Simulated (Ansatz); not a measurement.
# C₂H₈BGaSi: up Jacob's ladder to CCSD(T)

One table from this session's results is given with a row withheld; the runs are named, their logs left out.

Computed with Ansatz 0.2.0, Gaussian basis. Level: functionals in def2-TZVPP, the program's frozen cores in correlated methods.

The runs, in order: PBE-D4, r2SCAN-D4, PBE0-D4, B3LYP-D4, ωB97X-V, ωB97M-V, B2PLYP; CCSD(T)/def2-TZVPP; MP2/def2-QZVPP; extrapolation to the limit.

## The relaxed structure

The geometry comes from an earlier relaxation with PBE0-D4 in a triple-zeta def2 set; it is a stationary point, not always the lowest conformer.

SMILES `B/C=[CH]\[GaH][SiH3]`, 13 atoms, charge 0, spin multiplicity 1.

Atoms are counted from 1 here; the program's logs count them from 0.

Bond lengths: B1–C2 1.514 Å, B1–H6 1.193 Å, B1–H7 1.234 Å, C2–C3 1.354 Å, C2–H8 1.090 Å, C3–Ga4 1.988 Å, C3–H9 1.092 Å, Ga4–Si5 2.412 Å, Ga4–H10 1.573 Å, Si5–H11 1.492 Å, Si5–H12 1.490 Å, Si5–H13 1.490 Å. Angles: C2–B1–H6 128.6°, C2–B1–H7 116.6°, H6–B1–H7 114.8°, B1–C2–C3 115.4°, B1–C2–H8 123.5°, C3–C2–H8 121.1°, C2–C3–Ga4 113.4°, C2–C3–H9 120.0°, Ga4–C3–H9 126.6°, C3–Ga4–Si5 119.0°, C3–Ga4–H10 118.2°, Si5–Ga4–H10 122.3°, Ga4–Si5–H11 110.2°, Ga4–Si5–H12 111.5°, Ga4–Si5–H13 112.5°, H11–Si5–H12 107.3°, H11–Si5–H13 107.3°, H12–Si5–H13 107.8°.

Set-up of the first run:

in.yaml reads:

```yaml
crystal:
  periodic: [false, false, false]
  atoms:
    - {symbol: B, position_ang: [-1.329606, -1.468341, 0.444873]}
    - {symbol: C, position_ang: [-0.379648, -1.258793, 1.605104]}
    - {symbol: C, position_ang: [0.797483, -0.667634, 1.292144]}
    - {symbol: Ga, position_ang: [0.938523, -0.155133, -0.623037]}
    - {symbol: Si, position_ang: [0.283417, 2.069263, -1.287877]}
    - {symbol: H, position_ang: [-2.387859, -2.019565, 0.438444]}
    - {symbol: H, position_ang: [-0.971439, -1.024267, -0.649223]}
    - {symbol: H, position_ang: [-0.594082, -1.582683, 2.623485]}
    - {symbol: H, position_ang: [1.552712, -0.512576, 2.065007]}
    - {symbol: H, position_ang: [1.665780, -1.145231, -1.605187]}
    - {symbol: H, position_ang: [1.433363, 3.009314, -1.143321]}
    - {symbol: H, position_ang: [-0.824579, 2.590272, -0.437969]}
    - {symbol: H, position_ang: [-0.163665, 2.130474, -2.707643]}
basis:
  gaussian: {orbitals: def2-TZVPP}
hamiltonian: {xc: pbe, dispersion: d4}
output: {forces: true, orbitals: {seedname: orbitals}}
```

The run is started by

```sh
$ ansatz run in.yaml --threads 2 --pin off --events-out ev --progress --plain --max-ram 32768MiB --backend cuda --devices 0, --max-vram 18GiB
```

Steps of the session up to this table: PBE-D4 (GGA); r2SCAN-D4 (meta-GGA); PBE0-D4 (hybrid); B3LYP-D4 (hybrid); ωB97X-V (range-separated); ωB97M-V (range-separated); B2PLYP (double hybrid); CCSD(T) in def2-TZVPP; MP2 in def2-QZVPP.

One table of the session follows, with a row left open; its other results are not shown here.

It belongs to the step «Atomisation energies». 

```
            method  atomisation energy (eV)
            PBE-D4                   45.514
         r2SCAN-D4                   45.383
           PBE0-D4                   45.173
          B3LYP-D4                   45.118
           ωB97X-V                   45.294
           ωB97M-V                   45.146
            B2PLYP                   44.614
     HF/def2-TZVPP                   34.347
    MP2/def2-TZVPP                   44.464
   CCSD/def2-TZVPP                   43.640
CCSD(T)/def2-TZVPP                   44.216
           MP2/CBS                   45.327
       CCSD(T)/CBS                        ?
```

**Question.** Estimate the row for CCSD(T)/CBS.

As computed: atomisation energy (eV): 45.078. In the column «atomisation energy (eV)» it lies between B2PLYP (44.614) and B3LYP-D4 (45.118).
